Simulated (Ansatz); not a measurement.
Relaxation of a periodic cell of 17 atoms, Si₁₆O (host Si, host structure diamond, interstitial O), to a largest force component of 0.08 eV/Å in at most 25 steps.

The calculation used Ansatz, DFT PBE, scalar-relativistic, plane waves, PAW. Settings: PAW set soft_1, cutoff 420 eV, k mesh 2x2x2, fermi-dirac smearing 0.05 eV, spin collinear.

```xyz
17
Lattice="0.0000 5.4300 5.4300 5.4300 0.0000 5.4300 5.4300 5.4300 0.0000" Properties=species:S:1:pos:R:3
Si 0.000 0.000 0.000
Si 1.357 1.357 1.357
Si 2.715 2.715 0.000
Si 4.072 4.072 1.357
Si 2.715 0.000 2.715
Si 4.072 1.357 4.072
Si 5.430 2.715 2.715
Si 6.787 4.072 4.072
Si 0.000 2.715 2.715
Si 1.357 4.072 4.072
Si 2.715 5.430 2.715
Si 4.072 6.787 4.072
Si 2.715 2.715 5.430
Si 4.072 4.072 6.787
Si 5.430 5.430 5.430
Si 6.787 6.787 6.787
O 6.174 6.108 8.792
```

Question: Where does it end, and by what steps?

Answer: It converged. The force dipped under the threshold on the way, but the program's further checks kept it going. Limits of this set-up: coarse k mesh, a small cell, in which the defect meets its images. After 8 steps the energy has fallen by 2.406 eV; O17 moved furthest, 0.88 Å.

| step | energy less start (eV) | largest force component (eV/Å) | accepted |
| --- | --- | --- | --- |
| 0 | 0.0000 | 0.347 | yes |
| 1 | -0.0304 | 0.529 | yes |
| 2 | -0.1899 | 1.290 | yes |
| 3 | -0.5172 | 1.181 | yes |
| 4 | -0.9994 | 1.927 | yes |
| 5 | -1.9093 | 1.291 | yes |
| 6 | -2.3682 | 0.404 | yes |
| 7 | -2.4063 | 0.050 | yes |
| 8 | -2.4063 | 0.050 | yes |

```xyz
17
Lattice="0.0000 5.4300 5.4300 5.4300 0.0000 5.4300 5.4300 5.4300 0.0000" Properties=species:S:1:pos:R:3
Si 0.019 -0.012 -0.009
Si 1.353 1.352 1.365
Si 2.616 2.727 -0.060
Si 3.841 4.251 1.249
Si 2.720 0.020 2.732
Si 4.103 1.370 4.071
Si 5.173 2.937 2.636
Si 6.710 4.092 3.995
Si 0.087 2.717 2.795
Si 1.447 3.840 4.363
Si 2.737 5.250 3.025
Si 4.070 6.820 4.080
Si 2.845 2.529 5.689
Si 4.147 4.084 6.887
Si 5.386 5.432 5.391
Si 6.477 6.950 6.754
O 6.743 6.048 8.130
```

Whether the end is a true minimum wasn't checked by a vibrational analysis.

The run took 110 s on 1 thread of Arm Neoverse V2, with other jobs on the host, peak memory 0.65 GiB.
